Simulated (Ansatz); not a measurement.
# AlH5OSSi: one species, many methods

How much do the methods differ for AlH5OSSi? The plan is to run it at one geometry with functionals of several rungs and with coupled cluster. The yardstick is the atomisation energy at the CCSD(T) limit.

Computed with Ansatz 0.2.0, Gaussian basis. Level: functionals in def2-TZVPP, the program's frozen cores in correlated methods.

The runs, in order: LDA (SPW92), PBE-D4, revPBE-D4, BLYP-D4, r2SCAN-D4, B97M-V, PBE0-D4, B3LYP-D4, r2SCANh-D4, r2SCAN0-D4, HSE06-D4, BHLYP-D4, CAM-B3LYP-D4, LC-ωPBE, ωB97X-V, ωB97M-V, B2PLYP, PBE-QIDH; CCSD(T)/def2-SVP; CCSD(T)/def2-TZVPP; MP2/def2-QZVPP; extrapolation to the limit; RPA on PBE.

## 1. Structure used throughout

All runs share one geometry, relaxed beforehand with PBE0-D4 in a triple-zeta def2 set.

SMILES `O[SiH]([AlH2])S`, 9 atoms, charge 0, spin multiplicity 1.

Atoms are counted from 1 here; the program's logs count them from 0.

Bond lengths: O1–Si2 1.648 Å, O1–H5 0.959 Å, Si2–Al3 2.399 Å, Si2–S4 2.325 Å, Si2–H6 1.485 Å, Al3–H7 1.583 Å, Al3–H8 1.588 Å, S4–H9 1.345 Å. Angles: Si2–O1–H5 116.0°, O1–Si2–Al3 129.3°, O1–Si2–S4 110.0°, O1–Si2–H6 105.2°, Al3–Si2–S4 63.7°, Al3–Si2–H6 125.5°, S4–Si2–H6 99.2°, Si2–Al3–H7 117.6°, Si2–Al3–H8 115.8°, H7–Al3–H8 125.8°, Si2–S4–H9 93.3°.

## 2. LDA

This LDA is Slater exchange with PW92 correlation.

The input, in.yaml:

```yaml
crystal:
  periodic: [false, false, false]
  atoms:
    - {symbol: O, position_ang: [-1.475602, -1.269447, 1.021908]}
    - {symbol: Si, position_ang: [-1.055787, -0.073100, -0.030778]}
    - {symbol: Al, position_ang: [0.910027, 1.301552, -0.062358]}
    - {symbol: S, position_ang: [0.680639, -0.789901, -1.400305]}
    - {symbol: H, position_ang: [-1.019793, -1.266097, 1.865671]}
    - {symbol: H, position_ang: [-2.149394, -0.036333, -1.034929]}
    - {symbol: H, position_ang: [0.913014, 2.556392, -1.026802]}
    - {symbol: H, position_ang: [1.991033, 0.986653, 1.056951]}
    - {symbol: H, position_ang: [1.294261, -1.456218, -0.406558]}
basis:
  gaussian: {orbitals: def2-TZVPP}
hamiltonian: {xc: lda}
output: {orbitals: {seedname: orbitals}}
```

After this run come: PBE-D4 (GGA); revPBE-D4 (GGA); BLYP-D4 (GGA); r2SCAN-D4 (meta-GGA); B97M-V (meta-GGA); PBE0-D4 (hybrid); B3LYP-D4 (hybrid); r2SCANh-D4 (hybrid); r2SCAN0-D4 (hybrid); HSE06-D4 (hybrid); BHLYP-D4 (hybrid); CAM-B3LYP-D4 (range-separated); LC-ωPBE (range-separated); ωB97X-V (range-separated); ωB97M-V (range-separated); B2PLYP (double hybrid); PBE-QIDH (double hybrid); CCSD(T) in def2-SVP; CCSD(T) in def2-TZVPP; MP2 in def2-QZVPP; RPA on PBE orbitals.

Before running them: what should the planned runs give, taken together? Wanted: atomisation energy, CCSD(T)/CBS; farthest beyond LDA; mean size of error, GGA; mean size of error, meta-GGA; mean size of error, hybrid; mean size of error, range-separated; mean size of error, double hybrid; gap, smallest and largest; T1 diagnostic.

As calculated:

| quantity | value |
| --- | --- |
| atomisation energy, CCSD(T)/CBS | 652.0 kcal/mol |
| functionals within 3.3 kcal/mol (0.5 %) | PBE-D4, r2SCAN-D4, ωB97X-V, ωB97M-V |
| farthest beyond LDA | BHLYP-D4 (-23.2 kcal/mol) |
| mean size of error, GGA | 8.6 kcal/mol |
| mean size of error, meta-GGA | 4.1 kcal/mol |
| mean size of error, hybrid | 10.9 kcal/mol |
| mean size of error, range-separated | 5.0 kcal/mol |
| mean size of error, double hybrid | 14.2 kcal/mol |
| gap, smallest and largest | 4.10 eV (LDA (SPW92)), 10.74 eV (LC-ωPBE) |
| T1 diagnostic | 0.0127 |
| triples share of the correlation energy | 3.9 % |

The LDA atomisation energy is off by 84.0 kcal/mol (13 %): it overbinds. PBE-D4 misses by -0.9 kcal/mol. Double hybrids carry the basis error of their MP2 part in triple zeta, and no dispersion term here, so their miss is partly the set-up's. Taken by rung, meta-GGA functionals do best (4.1 kcal/mol on average) and double hybrid ones worst beyond LDA (14.2 kcal/mol). The gap between the best rungs is small, so their order is not settled. Misses under about 3.3 kcal/mol are within the doubt on the reference itself, which lacks core-valence correlation, relativity and higher excitations. Hartree-Fock recovers 71 % of the binding; the rest is correlation. CCSD(T) in def2-SVP is off by -57.1 kcal/mol, more than most functionals: a good method in a small basis is no reference. The gap grows from 4.1 to 10.7 eV across the functionals, mostly with the share of exact exchange.
